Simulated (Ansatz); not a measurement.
# C₂H₁₁AlClNSi: one species, many methods

An exercise on one series of results from a longer session: the logs are not shown, and one member is left open.

Program: Ansatz 0.2.0, Gaussian basis. Level of theory: functionals in def2-TZVPP, the program's frozen cores in correlated methods. These are calculated values, not measurements.

The runs, in order: LDA (SPW92), PBE-D4, revPBE-D4, BLYP-D4, r2SCAN-D4, B97M-V, PBE0-D4, B3LYP-D4, r2SCANh-D4, r2SCAN0-D4, HSE06-D4, BHLYP-D4, CAM-B3LYP-D4, LC-ωPBE, ωB97X-V, ωB97M-V, B2PLYP, PBE-QIDH; CCSD(T)/def2-SVP; MP2/def2-TZVPP; RPA on PBE.

1 further run of the same task is left out (it didn't finish). Runs told in other sessions of the task aren't counted.

## The geometry

All runs share one geometry, relaxed beforehand with PBE0-D4 in a triple-zeta def2 set.

17 atoms, charge 0, spin multiplicity 1.

Atoms are counted from 1 here; the program's logs count them from 0.

Bond lengths: C1–Al2 1.961 Å, C1–H7 1.095 Å, C1–H8 1.095 Å, C1–H9 1.096 Å, Al2–C3 1.963 Å, Al2–Cl4 2.166 Å, Al2–N5 2.067 Å, C3–H10 1.094 Å, C3–H11 1.096 Å, C3–H12 1.096 Å, N5–Si6 1.786 Å, N5–H13 1.017 Å, N5–H14 1.018 Å, Si6–H15 1.476 Å, Si6–H16 1.484 Å, Si6–H17 1.478 Å. Angles: Al2–C1–H7 112.7°, Al2–C1–H8 110.9°, Al2–C1–H9 112.2°, H7–C1–H8 106.4°, H7–C1–H9 107.7°, H8–C1–H9 106.5°, C1–Al2–C3 121.2°, C1–Al2–Cl4 114.8°, C1–Al2–N5 102.0°, C3–Al2–Cl4 113.7°, C3–Al2–N5 104.4°, Cl4–Al2–N5 95.6°, Al2–C3–H10 113.1°, Al2–C3–H11 113.7°, Al2–C3–H12 109.1°, H10–C3–H11 107.8°, H10–C3–H12 106.4°, H11–C3–H12 106.3° and more.

Set-up of the first run:

Input file in.yaml:

```yaml
crystal:
  periodic: [false, false, false]
  atoms:
    - {symbol: C, position_ang: [-0.698309, -0.751422, 2.044515]}
    - {symbol: Al, position_ang: [0.708727, -0.383807, 0.728927]}
    - {symbol: C, position_ang: [0.978594, -1.553779, -0.823563]}
    - {symbol: Cl, position_ang: [2.550230, 0.395012, 1.561131]}
    - {symbol: N, position_ang: [0.078329, 1.409524, -0.082412]}
    - {symbol: Si, position_ang: [-0.898526, 1.285914, -1.572695]}
    - {symbol: H, position_ang: [-0.792081, 0.041100, 2.794588]}
    - {symbol: H, position_ang: [-0.488208, -1.674532, 2.594176]}
    - {symbol: H, position_ang: [-1.680219, -0.884335, 1.575753]}
    - {symbol: H, position_ang: [1.685472, -1.144344, -1.551710]}
    - {symbol: H, position_ang: [0.052829, -1.798205, -1.356000]}
    - {symbol: H, position_ang: [1.399209, -2.507050, -0.485012]}
    - {symbol: H, position_ang: [-0.416942, 1.875704, 0.673845]}
    - {symbol: H, position_ang: [0.944400, 1.927615, -0.217007]}
    - {symbol: H, position_ang: [0.021252, 0.883402, -2.655146]}
    - {symbol: H, position_ang: [-1.515696, 2.601829, -1.872852]}
    - {symbol: H, position_ang: [-1.947961, 0.276972, -1.316339]}
basis:
  gaussian: {orbitals: def2-TZVPP}
hamiltonian: {xc: lda}
output: {orbitals: {seedname: orbitals}}
```

Command:

```
$ ansatz run in.yaml --threads 4 --pin off --events-out ev --progress --plain --max-ram 11315MiB
```

Among the steps run: LDA; PBE-D4 (GGA); revPBE-D4 (GGA); BLYP-D4 (GGA); r2SCAN-D4 (meta-GGA); B97M-V (meta-GGA); PBE0-D4 (hybrid); B3LYP-D4 (hybrid); r2SCANh-D4 (hybrid); r2SCAN0-D4 (hybrid); HSE06-D4 (hybrid); BHLYP-D4 (hybrid); CAM-B3LYP-D4 (range-separated); LC-ωPBE (range-separated); ωB97X-V (range-separated); ωB97M-V (range-separated); B2PLYP (double hybrid); PBE-QIDH (double hybrid).

One of the session's tables, all rows but one given; the rest of the session is left out.

It belongs to the step «Orbital energies across the functionals». 

```
  functional  HOMO (eV)  gap (eV)
 LDA (SPW92)      -6.03      4.25
      PBE-D4      -5.90      4.34
   revPBE-D4      -5.84      4.39
     BLYP-D4      -5.76      4.30
   r2SCAN-D4      -6.17      5.03
      B97M-V      -6.26      4.80
     PBE0-D4      -7.17      6.44
    B3LYP-D4      -6.95      5.97
  r2SCANh-D4      -6.65      5.78
  r2SCAN0-D4      -7.36      6.89
    HSE06-D4      -6.77      5.67
    BHLYP-D4      -8.36      8.40
CAM-B3LYP-D4      -8.54      8.72
     LC-ωPBE          ?         ?
     ωB97X-V      -9.55     10.76
     ωB97M-V      -9.40     10.26
```

Estimate the missing values for LC-ωPBE.

The run gave: HOMO (eV): -9.91; gap (eV): 11.32. In the column «HOMO (eV)» it is the lowest.
